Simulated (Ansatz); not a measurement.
# MgO: the cost of one run

Method: DFT HSE06, scalar-relativistic, plane waves, PAW, in Ansatz 0.2.0.

### Step 1. Starting point

The structure is cubic, space group Fm-3m (No. 225). Conventional cell: a = 4.212 Å, b = 4.212 Å, c = 4.212 Å, α = 90.00°, β = 90.00°, γ = 90.00°. Mg (site symmetry m-3m) has 6 O at 2.11 Å as nearest neighbours. Around O (site symmetry m-3m) lie 6 Mg at 2.11 Å.

As a file:

```xyz
2
Lattice="0.0000 2.1060 2.1060 2.1060 0.0000 2.1060 2.1060 2.1060 0.0000" Properties=species:S:1:pos:R:3 pbc="T T T"
Mg    0.0000    0.0000    0.0000
O     2.1060    2.1060    2.1060
```

### Step 2. Single point: MgO, no spin

input.yaml reads:

```yaml
crystal:
  lattice:
    - [0.0, 2.106, 2.106]
    - [2.106, 0.0, 2.106]
    - [2.106, 2.106, 0.0]
  atoms:
    - { symbol: Mg, position: [0.0, 0.0, 0.0] }
    - { symbol: O, position: [0.5, 0.5, 0.5] }
scf:
  occupations: { method: gaussian, width: 0.03 }
output:
  eigenstates:
    kpoints:
      - [0.125, -0.375, -0.375]
      - [0.125, -0.375, -0.125]
      - [0.125, -0.375, 0.125]
      - [0.125, -0.375, 0.375]
      - [0.125, -0.125, -0.375]
      - [0.125, -0.125, -0.125]
      - [0.125, -0.125, 0.125]
      - [0.125, -0.125, 0.375]
      - [0.125, 0.125, -0.375]
      - [0.125, 0.125, -0.125]
      - [0.125, 0.125, 0.125]
      - [0.125, 0.125, 0.375]
      - [0.125, 0.375, -0.375]
      - [0.125, 0.375, -0.125]
      - [0.125, 0.375, 0.125]
      - [0.125, 0.375, 0.375]
      - [0.375, -0.375, -0.375]
      - [0.375, -0.375, -0.125]
      - [0.375, -0.375, 0.125]
      - [0.375, -0.375, 0.375]
      - [0.375, -0.125, -0.375]
      - [0.375, -0.125, -0.125]
      - [0.375, -0.125, 0.125]
      - [0.375, -0.125, 0.375]
      - [0.375, 0.125, -0.375]
      - [0.375, 0.125, -0.125]
      - [0.375, 0.125, 0.125]
      - [0.375, 0.125, 0.375]
      - [0.375, 0.375, -0.375]
      - [0.375, 0.375, -0.125]
      - [0.375, 0.375, 0.125]
      - [0.375, 0.375, 0.375]
hamiltonian:
  xc: hse06
kpoints:
  mp_grid: { grid: [6, 6, 6] }
```

Run with:

```
$ ansatz run input.yaml --threads 8 --pin off --max-ram 20480MiB --backend cpu --events-out ev --progress --plain --runs-dir out
```

Q: Estimate wall time and peak memory on 8 threads of Arm Neoverse N1, shared host.

About 22 s, with a peak of 0.55 GiB.
